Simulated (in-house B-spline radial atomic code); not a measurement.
**Ho²⁺: ionisation energy by several methods**

How far do functionals differ on the ionisation energy of Ho²⁺? Each run solves Ho²⁺ and then the next ion ([Xe] 4f10).

Program: in-house B-spline radial atomic code version 1. Level of theory: scalar-relativistic (X2C), several functionals, spin-polarised; spherical all-electron atom at the radial basis limit. These are calculated values, not measurements, unless marked.

### Step 1. The system

```
element       : holmium (Z = 67)
charge        : +2
electrons     : 65
configuration : [Xe] 4f11
nucleus       : Fermi, rms radius 5.202 fm
```

Outer shells as boxes (Hund's rule):

[Xe] 4f11
```
[Xe] core
4f [↑↓][↑↓][↑↓][↑↓][↑ ][↑ ][↑ ]
```

Where spins are not typed, each open shell is filled with up spins first.

### Step 2. PBE, a GGA

Input settings:

```ini
Z = 67
electrons = 65.0
configuration = [Xe] 4f11
hamiltonian = x2c
method = pbe,pbe
spin_polarised = True
nucleus = fermi
rms_radius = 5.2022
mass_number = 165
atomic_mass = 164.930329116
speed_of_light = 137.035999084
```

### Step 3. LDA (PW92)

Changes to the settings of step 2:

```diff
@@ -4,3 +4,3 @@
 hamiltonian = x2c
-method = pbe,pbe
+method = lda,pw
 spin_polarised = True
```

### Step 4. PW91, a GGA

Changes to the settings of step 3:

```diff
@@ -4,3 +4,3 @@
 hamiltonian = x2c
-method = lda,pw
+method = pw91,pw91
 spin_polarised = True
```

### Step 5. BLYP, a GGA

Changes to the settings of step 4:

```diff
@@ -4,3 +4,3 @@
 hamiltonian = x2c
-method = pw91,pw91
+method = b88,lyp
 spin_polarised = True
```

### Step 6. revTPSS, a meta-GGA

Changes to the settings of step 5:

```diff
@@ -4,3 +4,3 @@
 hamiltonian = x2c
-method = b88,lyp
+method = revtpss,revtpss
 spin_polarised = True
```

### Step 7. OLYP, a GGA

Changes to the settings of step 6:

```diff
@@ -4,3 +4,3 @@
 hamiltonian = x2c
-method = revtpss,revtpss
+method = optx,lyp
 spin_polarised = True
```

Q: The tabulated ionisation energy is 22.79 ± 0.03 eV (semi-empirical; NIST Atomic Spectra Database). What does each method give, and which comes nearest?

**Answer**, as computed:

| method | rung | total energy (hartree) | ΔSCF (eV) | −ε highest (eV) | ΔSCF less tabulated (eV) |
| --- | --- | --- | --- | --- | --- |
| LDA (PW92) | LDA | -12606.5216 | 24.799 | 16.407 (4f down) | +2.009 |
| PBE | GGA | -12615.2639 | 24.404 | 16.044 (4f down) | +1.614 |
| PW91 | GGA | -12616.6684 | 24.516 | 16.152 (4f down) | +1.726 |
| BLYP | GGA | -12616.1324 | 24.269 | 15.938 (4f down) | +1.479 |
| OLYP | GGA | -12619.7815 | 24.616 | 16.198 (4f down) | +1.826 |
| revTPSS | meta-GGA | -12613.5472 | 24.057 | 15.708 (4f down) | +1.267 |

What this shows: Against the tabulated ionisation energy, 22.79 ± 0.03 eV (semi-empirical; NIST Atomic Spectra Database), the best here is revTPSS (+1.267 eV) and the worst LDA (PW92) (+2.009 eV, or 8.8 %). Mean absolute error by rung (exchange-only levels left out): LDA 2.01 eV, GGA 1.66 eV, meta-GGA 1.27 eV. All methods miss on the same side by much the same amount, which points to something that they share. Relativistic terms that these runs lack can be as large as the gaps between close methods, so the nearest may be so by luck. PBE is off by +1.614 eV. Spin-orbit coupling is left out. Open shells are averaged (over orientations, and over spins where the run is restricted), while tables refer to the lowest levels. For the semilocal functionals minus the highest level recovers only 65 to 66 % of their own ΔSCF value, a mark of self-interaction.

Members of this set that are not shown: 12 used exact exchange with fractional occupations of an open shell, which is unsound here.
